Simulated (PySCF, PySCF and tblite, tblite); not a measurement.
# C5H10GeSi: a path driven as a shift of bonds, and NMR exchange, part 2 of 2

PySCF and tblite. Atoms count from 0. The steps go on from the part before.

### Step 9. Shieldings, start: PBE0/pcSseg-1

Job settings and geometry (Å):

```
{"job": {"kind": "nmr", "xc": "PBE0", "basis": "pcSseg-1", "pop": false}, "charge": 0, "multiplicity": 1}
Si     0.293503    -2.590722     0.841855
C      0.076949    -0.869768     0.154555
C      1.015511    -0.177834    -0.560940
C      0.509935     1.180972    -0.858394
Ge     1.551994     2.416962     0.315952
C     -0.874683     1.174085    -0.332464
C     -1.098104    -0.014240     0.287542
H     -0.790374    -3.502261     0.358040
H      1.617410    -3.128337     0.403762
H      0.243355    -2.589338     2.338189
H      2.006341    -0.537462    -0.845895
H      0.659686     1.556759    -1.883650
H      3.032204     2.390294    -0.111982
H      1.005596     3.847360     0.143387
H      1.392532     1.940521     1.765949
H     -1.568470     2.012556    -0.408613
H     -2.013556    -0.293506     0.812758
```

The log of the run:

```text
coarse grid: 64448 points
cycle   1  E = -2562.0434486015  dE =  5.745e-02  |g| = 9.152e-01  |ddm| = 3.888e+00
cycle   2  E = -2561.9887113647  dE =  5.474e-02  |g| = 9.919e-01  |ddm| = 1.249e+00
cycle   3  E = -2562.1159849223  dE = -1.273e-01  |g| = 1.400e-01  |ddm| = 8.870e-01
cycle   4  E = -2562.1196795512  dE = -3.695e-03  |g| = 7.759e-02  |ddm| = 2.098e-01
cycle   5  E = -2562.1211167283  dE = -1.437e-03  |g| = 1.611e-02  |ddm| = 8.075e-02
cycle   6  E = -2562.1211825264  dE = -6.580e-05  |g| = 3.842e-03  |ddm| = 1.808e-02
cycle   7  E = -2562.1211854604  dE = -2.934e-06  |g| = 7.761e-04  |ddm| = 4.379e-03
final grid: 134728 points
cycle   8  E = -2562.1211999200  dE =  2.831e-08  |g| = 9.957e-04  |ddm| = 3.098e-03
cycle   9  E = -2562.1211996322  dE =  2.877e-07  |g| = 1.490e-03  |ddm| = 2.701e-03
cycle  10  E = -2562.1212001528  dE = -5.206e-07  |g| = 1.994e-04  |ddm| = 1.599e-03
cycle  11  E = -2562.1212001625  dE = -9.719e-09  |g| = 3.629e-05  |ddm| = 1.953e-04
cycle  12  E = -2562.1212001628  dE = -2.665e-10  |g| = 8.109e-06  |ddm| = 4.331e-05
converged SCF energy = -2562.1212001628

GIAO shielding tensors (ppm)
atom      isotropic    diamagn.    paramagn.     s11        s22        s33       span
  0 Si     427.871     879.933    -452.063    392.023    424.175    467.414     75.391
  1 C       46.532     256.795    -210.263    -47.898     25.565    161.927    209.825
  2 C       28.395     254.031    -225.637    -85.144     26.950    143.377    228.521
  3 C      133.764     252.830    -119.066    112.495    142.304    146.494     34.000
  4 Ge    1511.997    2755.926   -1243.930   1389.440   1500.521   1646.029    256.589
  5 C       41.715     255.243    -213.529    -62.284     35.592    151.835    214.119
  6 C       42.705     252.225    -209.520    -57.127     42.882    142.360    199.486
  7 H       26.801      27.846      -1.045     23.417     24.975     32.012      8.595
  8 H       26.925      28.227      -1.302     23.126     26.368     31.280      8.154
  9 H       26.859      27.936      -1.077     23.779     25.001     31.795      8.015
 10 H       24.137      33.378      -9.241     22.195     22.458     27.758      5.563
 11 H       27.497      30.763      -3.266     24.043     24.306     34.142     10.099
 12 H       26.814      28.242      -1.427     20.256     22.191     37.996     17.740
 13 H       26.837      28.127      -1.291     20.261     22.082     38.167     17.906
 14 H       28.625      28.106       0.519     21.560     25.819     38.497     16.937
 15 H       24.418      32.285      -7.868     22.418     23.891     26.943      4.525
 16 H       24.336      31.835      -7.498     22.048     23.821     27.140      5.092
```

It took 32 s on 1 thread of Arm Neoverse V1, shared host; peak memory 1 GiB.

This run: HOMO -6.61 eV, LUMO -0.90 eV; dipole 1.42 D.

### Step 10. Shieldings, saddle of leg 1: PBE0/pcSseg-1

Job settings and geometry (Å):

```
{"job": {"kind": "nmr", "xc": "PBE0", "basis": "pcSseg-1", "pop": false}, "charge": 0, "multiplicity": 1}
Si    -0.155246    -2.638633     0.815358
C     -0.259215    -1.002302    -0.074102
C      0.713917    -0.477340    -0.949652
C      0.320870     0.816126    -1.350151
Ge     0.679891     2.132622     0.412513
C     -0.957218     1.096753    -0.688790
C     -1.278410    -0.040044     0.081158
H     -1.526135    -3.185731     1.053529
H      0.628515    -3.615352    -0.000733
H      0.519891    -2.509933     2.145887
H      1.636489    -0.972271    -1.254909
H      0.732843     1.388437    -2.183394
H      1.929432     2.823606    -0.186580
H     -0.211204     3.291708     0.923300
H      1.024758     1.122137     1.504540
H     -1.635698     1.907975    -0.958540
H     -2.163479    -0.137758     0.710567
```

The log of the run:

```text
coarse grid: 64448 points
cycle   1  E = -2562.0114568609  dE =  1.433e-01  |g| = 9.413e-01  |ddm| = 3.902e+00
cycle   2  E = -2561.9053967491  dE =  1.061e-01  |g| = 1.110e+00  |ddm| = 1.500e+00
cycle   3  E = -2562.0908673180  dE = -1.855e-01  |g| = 1.866e-01  |ddm| = 1.160e+00
cycle   4  E = -2562.0995976063  dE = -8.730e-03  |g| = 7.949e-02  |ddm| = 2.951e-01
cycle   5  E = -2562.1010207068  dE = -1.423e-03  |g| = 1.849e-02  |ddm| = 9.250e-02
cycle   6  E = -2562.1011114203  dE = -9.071e-05  |g| = 4.284e-03  |ddm| = 2.257e-02
cycle   7  E = -2562.1011148269  dE = -3.407e-06  |g| = 9.929e-04  |ddm| = 5.093e-03
final grid: 134728 points
cycle   8  E = -2562.1010893599  dE = -3.669e-08  |g| = 1.210e-03  |ddm| = 4.559e-03
cycle   9  E = -2562.1010891120  dE =  2.479e-07  |g| = 1.690e-03  |ddm| = 3.244e-03
cycle  10  E = -2562.1010896748  dE = -5.627e-07  |g| = 2.116e-04  |ddm| = 1.844e-03
cycle  11  E = -2562.1010896857  dE = -1.095e-08  |g| = 4.801e-05  |ddm| = 2.357e-04
cycle  12  E = -2562.1010896863  dE = -5.925e-10  |g| = 5.788e-06  |ddm| = 6.374e-05
converged SCF energy = -2562.1010896863

GIAO shielding tensors (ppm)
atom      isotropic    diamagn.    paramagn.     s11        s22        s33       span
  0 Si     427.402     879.323    -451.921    391.396    422.092    468.718     77.322
  1 C       48.904     255.800    -206.896    -33.016      7.501    172.226    205.243
  2 C       48.829     250.418    -201.589    -40.938     33.428    153.999    194.937
  3 C       87.151     255.274    -168.123     16.189     88.476    156.788    140.599
  4 Ge    1437.448    2755.861   -1318.413   1129.831   1553.221   1629.293    499.462
  5 C       87.176     255.272    -168.096     16.248     88.604    156.677    140.429
  6 C       48.938     250.423    -201.485    -40.841     33.169    154.487    195.329
  7 H       26.776      27.568      -0.792     22.862     25.705     31.760      8.898
  8 H       26.794      27.604      -0.810     22.855     25.789     31.739      8.884
  9 H       26.883      27.704      -0.821     23.838     25.004     31.808      7.970
 10 H       24.281      31.997      -7.716     21.373     24.420     27.051      5.678
 11 H       25.506      32.773      -7.267     21.862     25.586     29.071      7.209
 12 H       25.618      28.408      -2.790     18.532     21.349     36.974     18.442
 13 H       25.617      28.403      -2.786     18.535     21.342     36.972     18.437
 14 H       29.968      27.993       1.975     21.353     28.837     39.713     18.359
 15 H       25.506      32.774      -7.269     21.864     25.578     29.076      7.212
 16 H       24.281      31.984      -7.703     21.362     24.428     27.053      5.691
```

Wall time 33 s (1 thread of Arm Neoverse V1, shared host); peak memory 0.96 GiB.

In short: HOMO -6.53 eV, LUMO -0.62 eV; dipole 1.91 D.

### Step 11. The path in numbers

Job settings and geometry (Å):

```
{"job": {"smiles": "[SiH3]C1=C[CH]([GeH3])C=C1", "charge": 0, "mult": 1, "motion": "shift", "what": "ring whizzing, 1,2-shift on cyclopentadiene", "atoms": [4, 3, 5], "drives": [{"terms": [["d", [4, 3], 1], ["d", [4, 5], -1]], "neg": true, "n": 14}], "study": "path", "level": {"kind": "nmr", "xc": "PBE0", "basis": "pcSseg-1"}, "fields": [90, 100, 900], "first": 3, "seed": 37, "refine": {"xc": "PBE0", "basis": "def2-SVP"}, "kind": "path"}, "charge": 0, "multiplicity": 1}
Si     0.269545    -2.608794     0.842253
C      0.110848    -0.871932     0.159203
C      1.028397    -0.173916    -0.552429
C      0.517526     1.178548    -0.851607
Ge     1.550063     2.438022     0.305618
C     -0.858850     1.145323    -0.311622
C     -1.059307    -0.035489     0.299638
H     -0.816852    -3.441617     0.316088
H      1.563813    -3.162901     0.439254
H      0.179841    -2.574980     2.306367
H      1.999726    -0.520524    -0.861952
H      0.617081     1.509465    -1.885003
H      2.994545     2.467149    -0.098394
H      1.016034     3.834260     0.173802
H      1.454121     2.018542     1.733694
H     -1.553773     1.961974    -0.407177
H     -1.952929    -0.347089     0.812321
```

The log of the run:

```text
stationary points (kcal/mol above the start)
  n  kind          group   xTB      DFT    lowest mode
  0  minimum      C1       0.00     0.00      51.3
  1  saddle       Cs       9.64    12.46    -296.4
  2  minimum      C1       0.00     0.00      51.1

GFN2-xTB energies: T/K, barrier G, reaction G (kcal/mol), k forward, k back (1/s)
 150.00     9.03     0.00      0.218      0.218
 200.00     9.14    -0.00        430        429
 250.00     9.26    -0.00   4.17e+04   4.16e+04
 298.15     9.39    -0.00   8.14e+05   8.11e+05
 350.00     9.54    -0.00    8.1e+06   8.07e+06
 400.00     9.69    -0.00   4.26e+07   4.24e+07
 500.00    10.00    -0.00   4.43e+08   4.41e+08

PBE0-D3(BJ)/def2-SVP energies: T/K, barrier G, reaction G (kcal/mol), k forward, k back (1/s)
 150.00    11.20    -0.00   0.000148   0.000147
 200.00    11.31    -0.00       1.81       1.79
 250.00    11.44    -0.00        524        519
 298.15    11.56    -0.01   2.07e+04   2.05e+04
 350.00    11.71    -0.01   3.55e+05   3.52e+05
 400.00    11.86    -0.01   2.76e+06   2.74e+06
 500.00    12.18    -0.01   4.96e+07   4.92e+07

PBE0/pcSseg-1 + D3(BJ) energies: T/K, barrier G, reaction G (kcal/mol), k forward, k back (1/s)
 150.00    11.84    -0.00   1.73e-05   1.72e-05
 200.00    11.95    -0.00      0.362      0.358
 250.00    12.08    -0.00        145        143
 298.15    12.20    -0.01   7.05e+03   6.98e+03
 350.00    12.35    -0.01   1.42e+05    1.4e+05
 400.00    12.50    -0.01   1.24e+06   1.22e+06
 500.00    12.82    -0.01   2.61e+07   2.59e+07
```

It took 5.5 min on 1 thread of Arm Neoverse V1, shared host; peak memory 1 GiB. This counts the whole study up to here.

Barriers by level (kcal/mol; entropies in cal/(mol K)). Zero-point and thermal terms come from xTB in every row. ΔG‡ leaves symmetry out; the rate counts one path; effective ΔG‡, where given, is the barrier that would give that rate by Eyring's equation alone:

| level | ΔE‡ | with zero-point | ΔH‡ | ΔS‡ | ΔG‡ (298 K) | ΔE of reaction | k at 298 K (1/s) | effective ΔG‡ |
| --- | --- | --- | --- | --- | --- | --- | --- | --- |
| GFN2-xTB | 9.64 | 8.84 | 8.41 | -3.3 | 9.39 | 0.00 | 8.1e+05 | 9.39 |
| PBE0-D3(BJ)/def2-SVP | 11.82 | 11.02 | 10.58 | -3.3 | 11.56 | 0.00 | 2.1e+04 | 11.56 |
| PBE0/pcSseg-1 + D3(BJ) | 12.46 | 11.65 | 11.22 | -3.3 | 12.20 | 0.00 | 7e+03 | 12.20 |

Sites that the driver pairs across this motion, and where their lines would merge (no couplings; faster rotations or exchange between molecules can average them sooner):

| nucleus | sites: shielding (ppm) | proton frequency (MHz) | spread (Hz) | coalescence (K) | lines at 298 K |
| --- | --- | --- | --- | --- | --- |
| ¹³C | C3: 133.8; C5: 41.7 | 90 | 2084 | 292 | 1 |
| ¹³C | C3: 133.8; C5: 41.7 | 100 | 2315 | 294 | 1 |
| ¹³C | C3: 133.8; C5: 41.7 | 900 | 20836 | 329 | 2 |
| ¹³C | C2: 28.4; C6: 42.7 | 90 | 324 | 268 | 1 |
| ¹³C | C2: 28.4; C6: 42.7 | 100 | 360 | 269 | 1 |
| ¹³C | C2: 28.4; C6: 42.7 | 900 | 3239 | 298 | 2 |
| ¹H | H11: 27.50; H15: 24.42 | 90 | 277 | 266 | 1 |
| ¹H | H11: 27.50; H15: 24.42 | 100 | 308 | 267 | 1 |
| ¹H | H11: 27.50; H15: 24.42 | 900 | 2771 | 296 | 1 |
| ¹H | H10: 24.14; H16: 24.34 | 90 | 18 | 237 | 1 |
| ¹H | H10: 24.14; H16: 24.34 | 100 | 20 | 238 | 1 |
| ¹H | H10: 24.14; H16: 24.34 | 900 | 179 | 261 | 1 |

### Step 12. Outcome

This closing draws on all 2 parts.

```
                        quantity                               value
barrier (PBE0/pcSseg-1 + D3(BJ))  ΔE‡ 12.5, ΔG‡(298 K) 12.2 kcal/mol
              barrier (GFN2-xTB)                    ΔE‡ 9.6 kcal/mol
                   rate at 298 K                           7e+03 s⁻¹
                 end of the path   the start, renumbered or mirrored
           coalescence of ¹³C C3                    329 K at 900 MHz
```

What this shows: The barrier is 12.5 kcal/mol at the DFT level (xTB: 9.6); with thermal terms and the count of paths the DFT value gives a rate of 7e+03 s⁻¹ at 298 K. An error of 1.4 kcal/mol changes that rate tenfold. The ¹³C lines of C3 and its partners, 20836 Hz apart at 900 MHz, merge at 329 K, so by this path alone the exchange at 298 K is intermediate, with broad lines, for them; other paths were not followed.
